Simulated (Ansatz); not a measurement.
**MnPt2: equation of state with PBE**

Crystal: MnPt2.

```
CELL_PARAMETERS angstrom
2.85840 0.00000 0.00000
-1.42920 2.47545 0.00000
0.00000 0.00000 6.53250
ATOMIC_POSITIONS crystal
Pt 0.66667 0.33333 0.31621
Pt 0.33333 0.66667 0.68379
Mn 0.00000 0.00000 0.00000
```

The cell comes from a database or a generator and needn't be the stable form of this composition.

```yaml
Program: Ansatz 0.2.0
Task: equation of state
Functional: PBE
Potentials_or_basis: Ansatz PAW
Cutoff: 420 eV
Density_cutoff: 1680 eV
k_mesh: 11 × 11 × 4
Occupations: fermi-dirac, width 0.05 eV
Spin: collinear spin, ferromagnetic start
Starting_moments: "[0.0, 0.0, 4.0] μB"
```

| Property | Result |
| --- | --- |
| Equilibrium volume | 15.37 Å³/atom |
| Bulk modulus at fixed shape and positions | 177 GPa |
| Pressure derivative of the bulk modulus | 3.6 (rough: it moves with the points fitted) |

Energy against volume, from the lowest point:
```csv
volume (Å³/atom),energy (meV/atom)
14.483,30.82
14.791,12.71
15.099,2.64
15.408,0.00
15.716,4.20
16.024,14.56
16.332,30.47
```

All runs of the series together: 87 s on 2 threads of Arm Neoverse V1, on a shared host.

Caveat: the cell was scaled at fixed shape and fractional positions, which overstates the stiffness of a crystal with free parameters, most of all of layers and chains. Spin-orbit coupling is left out, which matters for the levels of Pt.
